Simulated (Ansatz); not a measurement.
# NbOs3Au: the cost of one run

Program: Ansatz 0.2.0. Level of theory: DFT PBE, scalar-relativistic, plane waves, PAW. These are calculated values, not measurements.

### Step 1. Starting point

It takes space group Pm-3m (No. 221, cubic). The conventional cell has a = 4.128 Å, b = 4.128 Å, c = 4.128 Å, α = 90.00°, β = 90.00°, γ = 90.00°. Around Nb (site symmetry m-3m) lie 12 Os at 2.92 Å. Os (site symmetry 4/mmm) is surrounded by 2 Au at 2.06 Å. Au (site symmetry m-3m) is surrounded by 6 Os at 2.06 Å.

As a file:

```xyz
5
Lattice="4.1282 0.0000 0.0000 0.0000 4.1282 0.0000 0.0000 0.0000 4.1282" Properties=species:S:1:pos:R:3 pbc="T T T"
Nb    0.0000    0.0000    0.0000
Os    0.0000    2.0641    2.0641
Os    2.0641    0.0000    2.0641
Os    2.0641    2.0641    0.0000
Au    2.0641    2.0641    2.0641
```

(A quick probe on a coarse mesh, which set the mesh and smearing, is not shown.)

### Step 3. Coarse relaxation

The input, input.yaml:

```yaml
crystal:
  lattice:
    - [4.1281587052, 0.0, 0.0]
    - [0.0, 4.1281587052, 0.0]
    - [0.0, 0.0, 4.1281587052]
  atoms:
    - { symbol: Nb, position: [0.0, 0.0, 0.0] }
    - { symbol: Os, position: [0.0, 0.5, 0.5] }
    - { symbol: Os, position: [0.5, 0.0, 0.5] }
    - { symbol: Os, position: [0.5, 0.5, 0.0] }
    - { symbol: Au, position: [0.5, 0.5, 0.5] }
basis:
  ecutwfc: 420
kpoints:
  mp_grid: { grid: [4, 4, 4] }
hamiltonian:
  xc: pbe
scf:
  occupations: { method: gaussian, width: 0.1 }
  lower_state_search: "off"
output:
  forces: true
  stress: true
  eigenvalues: true
relax:
  adjacent_minimum: "off"
  f_tol: 0.04
  max_steps: 70
  cell: { stress_tol: 0.4 }
```

On the command line:

```sh
$ ansatz run input.yaml --threads 1 --pin off --max-ram 2560MiB --backend cpu --events-out ev --progress --plain --runs-dir out
```

Q: Estimate wall time and peak memory on 1 thread of Arm Neoverse V1, shared host.

About 26 s, with a peak of 0.4 GiB.
